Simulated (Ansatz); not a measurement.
# Ge2H+ (triplet): from Hartree-Fock to the top rungs, cc-pVTZ

Aim: climb from Hartree-Fock through coupled cluster and multireference methods for Ge2H+ (triplet) at one geometry and basis, and see what each rung misses.

Program: Ansatz 0.2.0, Gaussian basis. Level of theory: cc-pVTZ, core rule «outside noble gas», up to 28 orbitals frozen. These are calculated values, not measurements.

The runs, in order: UHF; CCSD(T) on ROHF; CCSD(T) on UHF; BCCD(T) on ROHF; CCSDT(Q) on ROHF; CCSDT(Q) on UHF; CASSCF and MRCISD+Q, 8 electrons in 9 orbitals; CASSCF and NEVPT2, 8 electrons in 9 orbitals.

3 further runs of the same task are left out: 3 set aside as unsound or not needed.

## (1) What is computed

The geometry is a PBE0/def2-TZVP stationary point (not a proven minimum) of the parent state, kept for this charge and spin. No spin-orbit coupling is included. The filled d shell of Ge may be among the frozen orbitals whatever the setting's name suggests; the logs give the count.

3 atoms, charge 1, spin multiplicity 3.

Atoms are counted from 1 here; the program's logs count them from 0.

Bond lengths: Ge1–Ge2 2.365 Å, Ge1–H3 1.787 Å, Ge2–H3 1.787 Å. Angles: Ge2–Ge1–H3 48.6°, Ge1–Ge2–H3 48.6°, Ge1–H3–Ge2 82.9°.

## (2) UHF

Contents of in.yaml:

```yaml
crystal:
  periodic: [false, false, false]
  atoms:
    - {symbol: Ge, position_ang: [0.000000, -0.446640, 1.182358]}
    - {symbol: Ge, position_ang: [0.000000, -0.446640, -1.182358]}
    - {symbol: H, position_ang: [0.000000, 0.893279, 0.000000]}
basis:
  gaussian: {orbitals: cc-pVTZ}
total_charge: 1
magnetization: {spin_polarized: true, initial_magnetization: 2}
hamiltonian: {xc: hf}
output: {orbitals: {seedname: orbitals}}
```

Started as:

```
> ansatz run in.yaml --threads 1 --pin off --events-out ev --progress --plain --max-ram 4096MiB --backend cpu
```

The runs that follow: CCSD(T) on ROHF; CCSD(T) on UHF; BCCD(T) on ROHF; CCSDT(Q) on ROHF; CCSDT(Q) on UHF; CASSCF and MRCISD+Q, 8 electrons in 9 orbitals; CASSCF and NEVPT2, 8 electrons in 9 orbitals.

Before running them: what should the planned runs give, taken together? Wanted: UCCSDT(Q) below the RHF energy; RMP2 from UCCSDT(Q); UMP2 from UCCSDT(Q); RCCSD from UCCSDT(Q); RCCSD(T) from UCCSDT(Q); UCCSD(T) from UCCSDT(Q); RCCSDT(Q) from UCCSDT(Q); NEVPT2 valence from UCCSDT(Q); MRCISD+Q valence from UCCSDT(Q).

**Answer**, as computed:

| quantity | value |
| --- | --- |
| UCCSDT(Q) below the RHF energy | -5.3055 eV |
| RMP2 from UCCSDT(Q) | +1031.5 meV |
| UMP2 from UCCSDT(Q) | +1096.2 meV |
| RCCSD from UCCSDT(Q) | +333.1 meV |
| RCCSD(T) from UCCSDT(Q) | +67.2 meV |
| UCCSD(T) from UCCSDT(Q) | +60.0 meV |
| RCCSDT(Q) from UCCSDT(Q) | +9.9 meV |
| NEVPT2 valence from UCCSDT(Q) | +643.7 meV |
| MRCISD+Q valence from UCCSDT(Q) | +13.4 meV |
| levels within 1 kcal/mol (43 meV) | RCCSDT, UCCSDT, RCCSDT(Q), MRCISD+Q valence |
| T1 diagnostic | 0.030 |
| effectively unpaired electrons | 2.06 |

**Reading.** RCCSD(T) lands +67.2 meV from the yardstick (1.3 % of the correlation energy). One determinant dominates. Of the multireference levels listed MRCISD+Q valence comes nearest in total energy (+13.4 meV), which doesn't show that its space is the better one. These misses are within one basis, not against nature; the frozen cores of restricted and unrestricted runs differ, which can shift their rows.
